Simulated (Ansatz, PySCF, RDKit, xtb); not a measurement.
**InSi2HF2: a search for the lowest isomer**

Only the formula InSi2HF2 is given. Aim: find the structure of lowest free energy at 298.15 K, then its properties.

The funnel: GFN2-xTB relaxations, single points with a density functional, relaxations at B3LYP-D3(BJ)/def2-SVP, harmonic vibrations, and a last energy at a higher level. All values are calculated.

6 further runs of the same task are left out: 6 set aside as unsound or not needed.

**1. Possible bonding patterns**

A program enumerates the bonding patterns with one Lewis structure each (two rings at most, one unusual centre or charged pair), with their diastereomers. O–O, O–halogen and N–halogen bonds and N–N–N chains are not drawn. That gives 28 candidates.

c004 F/[SiH]=[Si](\F)[In] (triplet); c036 [F][In]([F])[SiH]=[Si]; c105 F[Si@@H]1[Si][In]1[F]; c113 F[Si](F)=[Si-][InH+]; c119 F[Si](F)=[SiH][In]; c155 F[Si]#[Si-](F)[InH+]; c178 F/[SiH]=[Si](\F)[In]; c198 F[Si]1=[Si+][In@@H-]1[F]; c285 F/[SiH]=[Si-]\[In+][F]; c304 F[Si]1(F)[Si][InH]1; c329 F[Si]#[Si][InH][F]; c348 F[Si]1=[SiH][In]1[F]; c467 [F][In-]1([F])[Si+]=[SiH]1; c470 F[Si]#[SiH-][In+][F]; c489 [F][In+][Si-](F)#[SiH]; c546 F/[SiH]=[Si-]/[In+][F]; c567 [F][In]([F])[SiH]=[Si] (triplet); c610 F/[SiH]=[Si](/F)[In]; c655 F[Si-]1[In+][Si@@H]1F; c722 [F][InH][Si](F)=[Si]; c742 F[Si](F)=[SiH][In] (triplet); c844 F[Si]1(F)[SiH-][In+]1; c920 F[Si@@H]1[Si][In]1[F] (triplet); c922 [F][InH][Si](F)=[Si] (triplet); c934 F/[SiH]=[Si](/F)[In] (triplet); c937 F[Si]1(F)[Si][InH]1 (triplet); c973 F[Si]1=[Si](F)[InH]1; c992 [F][In]([F])[Si]#[SiH].

Candidates are built by distance geometry, with a force field where one applies, in up to four conformers (letters a to d). 10 starts with atoms placed at random are added, to find patterns that the rules miss.

Q: Predict the outcome of this search (final energies at CCSD(T)/def2-SVP + MP2/def2-TZVPP - MP2/def2-SVP).

| quantity | value |
| --- | --- |
| lowest structure found | F[SiH](F)[Si][In], triplet, C1 |
| next finalist | F[Si]1(F)[Si][InH]1, singlet, 10.2 kcal/mol higher in G |
| share at equilibrium, among the finalists | 100.0 % |
| harmonic wavenumbers, lowest and highest (B3LYP-D3(BJ)/def2-SVP) | 36 and 2208 cm⁻¹ |
| rotational constants, same geometry | 0.1044, 0.02988, 0.02509 cm⁻¹ |
| dipole moment (PBE0/def2-TZVPD) | 3.52 D |
| HOMO energy (highest over α and β) (PBE0/def2-TZVPD) | -5.81 eV |
| LUMO energy (lowest over α and β) (PBE0/def2-TZVPD) | -3.22 eV |
| vertical ionisation energy (to the doublet cation) | 7.60 eV |
| vertical electron affinity | 1.73 eV |
| vertical singlet less triplet | +0.72 eV |

`F[SiH](F)[Si][In]` comes out lowest. Among the finalists first place is clear (10.2 kcal/mol); structures outside the list aren't covered. B3LYP-D3(BJ)/def2-SVP, HF/def2-SVP and MP2/def2-SVP already put its bonding pattern lowest among the structures in one piece; r2SCAN-D4/def2-SVP favours the singlet F[Si]1(F)[Si][InH]1. The closed-shell singlet of the same pattern is poorly described by one determinant, so the gap to it is too large. Spin-orbit coupling, which matters for elements this heavy, is left out. 7 minima inside the window were never screened. Lowest found is not proven lowest: the search is finite, and each finalist counts with one conformer. Patterns outside the rules of the enumeration were met only by chance.
